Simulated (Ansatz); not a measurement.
# Hf: stress in a strained cell

Aim: deform Hf (equal xy, yz and zx engineering shear strains of +2 %) and compute stress, forces and field gradients with LAPW, PAW and all-electron datasets made for the crystal.

Computed with Ansatz 0.2.0 (DFT LDA, scalar-relativistic, unless a step's input says otherwise).

### Step 1. The structure to begin with

The structure is cubic, space group Fm-3m (No. 225). Conventional cell: a = 4.440 Å, b = 4.440 Å, c = 4.440 Å, α = 90.00°, β = 90.00°, γ = 90.00°. Hf (site symmetry m-3m) is surrounded by 12 Hf at 3.14 Å.

Structure file:

```
CELL_PARAMETERS angstrom
0.00000 2.22000 2.22000
2.22000 0.00000 2.22000
2.22000 2.22000 0.00000
ATOMIC_POSITIONS crystal
Hf 0.00000 0.00000 0.00000
```

### Step 2. The deformed structure

Space group Fm-3m before, R-3m after.

### Step 3. Full-potential LAPW

The input, input.yaml:

```yaml
crystal:
  lattice:
    - [0.0444, 2.2422, 2.2422]
    - [2.2422, 0.0444, 2.2422]
    - [2.2422, 2.2422, 0.0444]
  atoms:
    - { symbol: Hf, position: [0.0, 0.0, 0.0] }
kpoints:
  mp_grid: { grid: [13, 13, 13] }
  band_path:
    path:
      - [0.0, 0.0, 0.0]
      - [0.5, 0.5, 0.5]
      - [0.2451701269, 0.5, 0.7548298731]
      - [-0.2451701269, 0.2451701269, 0.5]
      - [0.0, 0.0, 0.5]
      - [0.0, 0.0, 0.0]
      - [-0.3725850634, 0.0, 0.3725850634]
      - [0.0, 0.3725850634, 0.6274149366]
      - [0.0, 0.5, 0.5]
    npoints: 5
scf:
  occupations: { method: fermi_dirac, width: 0.03 }
hamiltonian:
  xc: lda
  pseudopotentials: { kind: all_electron, lapw: { basis_error: 0.001 } }
output:
  forces: true
  stress: true
  eigenvalues: true
```

On the command line:

```sh
ansatz run input.yaml --threads 1 --pin off --max-ram 3072MiB --backend cpu --events-out ev --progress --plain --runs-dir out
```

### Step 4. PAW on the default files

The input, input.yaml:

```yaml
crystal:
  lattice:
    - [0.0444, 2.2422, 2.2422]
    - [2.2422, 0.0444, 2.2422]
    - [2.2422, 2.2422, 0.0444]
  atoms:
    - { symbol: Hf, position: [0.0, 0.0, 0.0] }
kpoints:
  mp_grid: { grid: [13, 13, 13] }
scf:
  occupations: { method: fermi_dirac, width: 0.03 }
hamiltonian:
  xc: lda
  pseudopotentials: { kind: paw }
output:
  forces: true
  stress: true
  eigenvalues: true
  efg: { contact_densities: true }
```

### Step 5. All-electron PAW on datasets made for the crystal

input.yaml, as its differences from that of step 4:

```diff
@@ -13,3 +13,3 @@
   xc: lda
-  pseudopotentials: { kind: paw }
+  pseudopotentials: { kind: all_electron, datasets: crystal }
 output:
```

(Steps that only read results are left out.)

**Question.** What will these runs give? Wanted: pressure; largest shear or deviatoric stress.

As calculated:

```
                                 quantity                                              value
                                 pressure  LAPW -5.46, PAW -5.49, crystal datasets -5.46 GPa
largest shear or deviatoric stress (LAPW)                                           1.20 GPa
```

**Reading.** The largest part of the stress beyond the pressure is 1.20 GPa in size. No run of the undeformed cell stands beside it, so the pressure holds what the given cell had before the change. PAW: stress within 0.03 GPa of LAPW. Crystal datasets: stress within 0.01 GPa of LAPW. Spin-orbit coupling is left out, though the cell holds Hf; in elements this heavy it can shift bands and gaps by tenths of an eV.
